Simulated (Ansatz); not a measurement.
# InH₄ radical: two Jahn-Teller modes

Aim: map the energy of H4In, spin multiplicity 2 over two coordinates, and find its wells, ridges and stiffness.

Program: Ansatz 0.2.0. Level of theory: UKS B3LYP-D4/def2-TZVPD. These are calculated values, not measurements.

## Step 1: The system as given

5 atoms, charge -1, spin multiplicity 1.

Atoms are counted from 1 here; the program's logs count them from 0.

Bond lengths: In1–H2 1.798 Å, In1–H3 1.798 Å, In1–H4 1.798 Å, In1–H5 1.798 Å. Angles: H2–In1–H3 109.3°, H2–In1–H4 109.5°, H2–In1–H5 109.5°, H3–In1–H4 109.5°, H3–In1–H5 109.5°, H4–In1–H5 109.3°.

Coordinates:

```xyz
5
charge -1, multiplicity 1
In    0.0000    0.0000    0.0000
H     0.0264   -0.0351    1.7977
H     1.6880   -0.0075   -0.6200
H    -0.8403    1.4878   -0.5605
H    -0.8741   -1.4452   -0.6173
```

This geometry comes from a loose relaxation at PBE in a small basis, which is not shown.

## Step 5: Plan of the scan

- normal mode 4 (644 cm⁻¹, of the parent): 15 values from −1.004 to 1.004 amu½·Å
- normal mode 5 (645 cm⁻¹, of the parent): 15 values from −1.004 to 1.004 amu½·Å

Nothing else is relaxed (straight displacements along the two mass-weighted modes). Energies count from the ion of charge +0 at the geometry of the relaxed parent of charge -1. Points are written as (first, second).

The modes come from a phonon run on the reference cell, made beforehand.

Displacement patterns for an amplitude of 1 (Å):

| atom | x1 | y1 | z1 | x2 | y2 | z2 |
| --- | --- | --- | --- | --- | --- | --- |
| In1 | 0.000 | 0.000 | 0.000 | 0.000 | 0.000 | 0.000 |
| H2 | 0.006 | 0.498 | 0.010 | -0.498 | 0.006 | 0.007 |
| H3 | -0.006 | -0.498 | -0.010 | -0.172 | 0.011 | -0.467 |
| H4 | -0.282 | -0.005 | 0.410 | 0.338 | 0.279 | 0.236 |
| H5 | 0.282 | 0.005 | -0.410 | 0.332 | -0.296 | 0.225 |

(The set-up runs are not shown.)

## Step 6: Grid point (−0.717 amu½·Å, −0.430 amu½·Å)

File input.yaml:

```yaml
crystal:
  periodic: [false, false, false]
  atoms:
    - { symbol: In, position_ang: [-1.0e-06, 0.0, -2.0e-06] }
    - { symbol: H, position_ang: [0.234635, -0.394426, 1.781063] }
    - { symbol: H, position_ang: [1.759157, 0.344901, -0.411376] }
    - { symbol: H, position_ang: [-0.779171, 1.366412, -0.953207] }
    - { symbol: H, position_ang: [-1.214564, -1.316888, -0.416449] }
magnetization:
  spin_polarized: true
  initial_magnetization: 1
basis:
  gaussian: { orbitals: def2-TZVPD }
hamiltonian:
  xc: { name: B3LYP }
  dispersion: d4
output:
  forces: true
```

The run is started by

```
$ ansatz run input.yaml --threads 1 --pin off --max-ram 2560MiB --backend cpu --events-out ev --progress --plain --runs-dir out
```

The session goes on with these runs: the other points that were computed.

Q: Predict the outcome of this session. Wanted: lowest point; largest force on an atom.

As calculated:

| quantity | value |
| --- | --- |
| lowest point | (−0.717 amu½·Å, −0.430 amu½·Å), −47.5 kJ/mol |
| highest computed point (blank points may lie higher) | (−1.004 amu½·Å, 1.004 amu½·Å), 96.3 kJ/mol above the lowest |
| largest force on an atom (eV/Å) | 0.45 at (0.000 amu½·Å, 0.430 amu½·Å) to 1.29 at (−1.004 amu½·Å, 1.004 amu½·Å); 0.66 at the lowest point |
| time for the whole task | 14 min on 1 thread, shared host |

In words: The lowest computed point is at (−0.717 amu½·Å, −0.430 amu½·Å), −47.5 kJ/mol from the ion of charge +0 at the geometry of the relaxed parent of charge -1; the map holds 3 wells of about this depth. No other kind of well shows on this grid. The highest computed point, (1.004 amu½·Å, 1.004 amu½·Å), lies 96.3 kJ/mol above the lowest. On the interpolated surface the easiest way out of the lowest well to the well at (0.000 amu½·Å, 0.861 amu½·Å) passes a barrier of about 33 kJ/mol. Round the minimum the two coordinates are nearly uncoupled. Between some neighbouring points the energy changes steeply, from close contacts of the rigid frames or a change of state; the map doesn't tell which. Near the degeneracy a single determinant is a rough description.
